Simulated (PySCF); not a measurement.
NGaH6, in a box:

```
CELL_PARAMETERS angstrom
13.00000 0.00000 0.00000
0.00000 12.00000 0.00000
0.00000 0.00000 13.00000
ATOMIC_POSITIONS crystal
N 0.45564 0.49641 0.42521
Ga 0.50798 0.52197 0.58042
H 0.45401 0.56947 0.38615
H 0.38378 0.46366 0.42469
H 0.50299 0.44334 0.38734
H 0.42165 0.60625 0.61643
H 0.61822 0.57056 0.55513
H 0.50074 0.39725 0.61908
```

Base run:

```yaml
Program: PySCF 2.14.0
Functional: OLYP
Dispersion: D4
Potentials_or_basis: def2-svp (all-electron)
k_mesh: 1 × 1 × 1
Occupations: fixed
Spin: no spin polarisation
```

Its results: gap between the frontier levels 5.36 eV.

After a change of settings the same cell gave: gap between the frontier levels 7.18 eV. Which change was it?
A. functional from OLYP to M06-2X; dispersion from D4 to D3
B. functional from OLYP to PBE0; dispersion from D4 to D3(BJM)
C. functional from OLYP to X3LYP; dispersion from D4 to D3(BJ)

C.

Caveats: this is a molecule in a periodic box at the Γ point, so its band gap is the HOMO-LUMO gap; relativity is left out, which matters for the heavier elements; the basis of atomic orbitals isn't converged, which shifts pressures, moduli and gaps.

Runs at the PBE level aren't shown here.
